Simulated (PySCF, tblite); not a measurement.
# CH₁₀OSi₃: geometry, infrared bands and NMR shifts

Wanted: the infrared bands and NMR shifts of CH₁₀OSi₃ (`O[Si@H]([SiH3])C[SiH3]`), by calculation.

Programs: tblite 0.8.0 and PySCF 2.14.0, with density-fitted response routines of our own. Each step states its level of theory. These are calculated values for one molecule in the gas phase, unless marked as measured. Atoms count from 0, in the outputs and in this text.

### 1 Starting geometry

15 atoms, charge 0, multiplicity 1; geometry from: force field or distance geometry start.

Bonds of the start (Å): O0–Si1 1.72, Si1–Si2 2.22, Si1–C3 1.84, C3–Si4 1.87, O0–H5 0.97, Si1–H6 1.45, Si2–H7 1.47, Si2–H8 1.46, Si2–H9 1.48, C3–H10 1.10, C3–H11 1.13, Si4–H12 1.47, Si4–H13 1.47, Si4–H14 1.48.

### 2 Geometry optimisation with GFN2-xTB

The job: settings as JSON, then the geometry in Å.

```
{"job": {"kind": "relax", "xc": "GFN2-xTB", "basis": "xTB"}, "charge": 0, "multiplicity": 1}
O      1.295800    -1.953400    -0.878700
Si     0.486900    -0.455500    -0.624000
Si     2.031000     1.069100    -0.178200
C     -0.789700    -0.661700     0.691600
Si    -2.330300     0.328300     0.321400
H      2.025100    -2.111500    -0.262300
H     -0.184600    -0.111100    -1.863700
H      3.179200     0.896300    -1.082200
H      2.532700     1.047100     1.190700
H      1.501000     2.425400    -0.417500
H     -0.422000    -0.468900     1.715200
H     -1.121400    -1.741400     0.653000
H     -2.238500     0.905200    -1.023900
H     -3.516100    -0.538600     0.376300
H     -2.453500     1.378900     1.360400
```

Command:

```
OMP_NUM_THREADS=1 python probes_run.py task.json out
```

The driver reads the jobs from task.json and runs them one after another.

**Question.** This job is followed by: GFN2-xTB harmonic vibrations, gas phase; GIAO PBE0/pcSseg-1 NMR shielding, non-relativistic, gas phase. What will the session give for the following? strongest single infrared mode (GFN2-xTB); zero-point energy (GFN2-xTB); 13C shifts against TMS (PBE0/pcSseg-1); 1H shifts against TMS (PBE0/pcSseg-1, means over atoms taken as alike); 17O shifts against H2O (PBE0/pcSseg-1); 29Si shifts against TMS (PBE0/pcSseg-1); surface potential, 1st and 99th percentile.

As calculated:

```
                                                              quantity                                   value
                             strongest single infrared mode (GFN2-xTB)                   2226 cm⁻¹, 486 km/mol
                                          zero-point energy (GFN2-xTB)                           60.3 kcal/mol
                                13C shifts against TMS (PBE0/pcSseg-1)                                 0.6 ppm
1H shifts against TMS (PBE0/pcSseg-1, means over atoms taken as alike)  5.67, 3.86, 3.39, 0.96, 0.33, 0.32 ppm
                                17O shifts against H2O (PBE0/pcSseg-1)                                30.3 ppm
                               29Si shifts against TMS (PBE0/pcSseg-1)                 -0.7, -80.8, -120.2 ppm
                                 surface potential, 1st and 99th percentile                      -1.22 V and 2.25 V
```

In words: Relaxing lowered the energy by 0.490 eV in 178 steps; the close pair that moved most is O0–Si1, from 1.721 to 1.638 Å. All 39 modes are real, so the xTB geometry is a minimum. The strongest single mode, at 2226 cm⁻¹, moves mainly H13. Unscaled tight-binding wavenumbers are off by several per cent, some by more. Its intensities can rank the bands wrongly. At PBE0/pcSseg-1: The widest tensor belongs to Si1: span 124 ppm, with a paramagnetic part of -529 ppm.
